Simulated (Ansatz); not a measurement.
# Si4H10 (SMILES [SiH3][SiH]([SiH3])[SiH3]) at revPBE/6-31G(d) (spherical functions)

Aim: the electronic atomisation energy of Si4H10 at revPBE/6-31G* (spherical functions), from 3 runs. 

The results are computed with Ansatz 0.2.0.

37 further runs of the same task are left out: 3 that didn't finish, 34 set aside as unsound or not needed.

## 1. The molecule

The species is Si4H10 (14 atoms), meant as a singlet with charge 0. As SMILES, `[SiH3][SiH]([SiH3])[SiH3]`. The coordinates come from a PBE0-D4/def2-TZVP relaxation.

Bond lengths: Si1–Si2 2.337 Å, Si2–Si3 2.337 Å, Si2–Si4 2.337 Å, Si1–H5 1.488 Å, Si1–H6 1.488 Å, Si1–H7 1.488 Å, Si2–H8 1.492 Å, Si3–H9 1.488 Å, Si3–H10 1.488 Å, Si3–H11 1.488 Å, Si4–H12 1.488 Å, Si4–H13 1.488 Å, Si4–H14 1.488 Å. Some angles: Si1–Si2–Si3 109.6°, Si1–Si2–Si4 109.6°, Si3–Si2–Si4 109.6°, Si1–Si2–H8 109.3°, Si3–Si2–H8 109.3°, Si4–Si2–H8 109.3°, Si2–Si1–H5 110.8°, Si2–Si1–H6 110.8°, Si2–Si1–H7 109.2°, Si2–Si3–H9 109.2°.

## 2. A single-point energy at revPBE/6-31G(d) (spherical functions)

Input file input.yaml:

```yaml
basis:
  gaussian: {orbitals: 6-31G_st_-spherical.json}
crystal:
  periodic: [false, false, false]
  atoms:
    - symbol: Si
      position_ang: [-1.586600, 0.449770, -1.468220]
    - symbol: Si
      position_ang: [-0.437700, -0.033320, 0.509060]
    - symbol: Si
      position_ang: [1.124000, 1.651140, 0.941090]
    - symbol: Si
      position_ang: [0.660040, -2.085920, 0.297480]
    - symbol: H
      position_ang: [-2.588800, -0.607930, -1.768740]
    - symbol: H
      position_ang: [-2.287510, 1.758070, -1.365710]
    - symbol: H
      position_ang: [-0.615640, 0.517850, -2.593590]
    - symbol: H
      position_ang: [-1.409520, -0.107160, 1.639330]
    - symbol: H
      position_ang: [2.091010, 1.722300, -0.187470]
    - symbol: H
      position_ang: [1.875310, 1.366450, 2.193260]
    - symbol: H
      position_ang: [0.452630, 2.971990, 1.075490]
    - symbol: H
      position_ang: [1.404530, -2.417500, 1.542160]
    - symbol: H
      position_ang: [1.628750, -2.008150, -0.829180]
    - symbol: H
      position_ang: [-0.310500, -3.177580, 0.015050]
hamiltonian: {xc: {name: revPBE}}
accuracy: high
output: {orbitals: {seedname: orbitals}}
```

The basis set 6-31G* is read from a file made from the Basis Set Exchange's data (not shown).

Run with:

```
$ ansatz run input.yaml --threads 1 --pin off --max-ram 3480MiB --events-out events.jsonl --progress --plain --runs-dir runs
```

The program printed:

```text
Warning: RAYON_NUM_THREADS=1 ignored (pool sized by the plan → 1); use --threads N
Functional definition: revPBE
  name "revPBE"
  parameter kappa = 1.245
  parameter beta = 0.06672455060314922
  exchange = pbe_x(kappa = kappa, mu = beta*pi^2/3)
  correlation = pbe_c(beta = beta)
2157 factors; integrals over basis functions are off by at most 8.4e-9 eV
mean field evaluation 1: about -31663.1399 eV, gradient 1.6e1 eV
mean field evaluation 2: about -31664.1547 eV, gradient 7.8e0 eV
mean field evaluation 4: about -31664.4202 eV, gradient 5.4e-1 eV
mean field evaluation 8: about -31664.4010 eV, gradient 2.1e-2 eV
mean field evaluation 16: about -31664.4010 eV, gradient 3.3e-6 eV
mean field -31664.40095987 eV, -1163.6452723733 hartree, gradient 3.9e-8 eV, S^2 0.000000; 0 other end points of the search recorded, 0 dependent functions left out
reference -31664.40096640 eV, -1163.6452726135 hartree; 33, 33 occupied and 59, 59 virtual orbitals, 2157 factors
Total energy: -31664.40096640 eV, -1163.6452726135 hartree
```

It took 6 s on 1 thread of Intel Xeon 6975P-C (Granite Rapids), shared host; peak memory 0.28 GiB.

## 3. The H atom

Input file molecule.yaml:

```yaml
crystal:
  periodic: [false, false, false]
  atoms:
    - {symbol: H, position_ang: [0.000000, 0.000000, 0.000000]}
basis:
  gaussian: {orbitals: "6-31G*"}
magnetization: {spin_polarized: true, initial_magnetization: 1}
hamiltonian: {xc: {name: revPBE}}
accuracy: high
```

Run the same way, it converges to -0.50194 Eh (log not shown).

## 4. The Si atom at the same level

Input file run.yaml:

```yaml
crystal:
  periodic: [false, false, false]
  atoms:
    - {symbol: Si, position_ang: [0.000000, 0.000000, 0.000000]}
basis:
  gaussian: {orbitals: 6-31G_st_-spherical.json}
magnetization: {spin_polarized: true, initial_magnetization: 2}
hamiltonian: {xc: {name: revPBE}}
accuracy: high
```

The basis set 6-31G* is read from a file made from the Basis Set Exchange's data (not shown).

Run the same way, it converges to -289.29303 Eh (log not shown).

## 5. Summary of results

At revPBE/6-31G* (spherical functions):

| quantity | value |
| --- | --- |
| molecule: total energy | -1163.64527 Eh |
| molecule: HOMO energy | -6.87 eV |
| molecule: LUMO energy | -0.67 eV |
| molecule: HOMO–LUMO gap | 6.20 eV |
| H atom: total energy | -0.50194 Eh |
| H atom: ⟨S²⟩ | 0.750 |
| Si atom: total energy | -289.29303 Eh |
| Si atom: ⟨S²⟩ | 2.002 |
| electronic atomisation energy | 39.559 eV |

What this shows: Taking the molecule apart into free atoms costs 39.56 eV (3817 kJ/mol), before zero-point energy and without spin-orbit coupling.
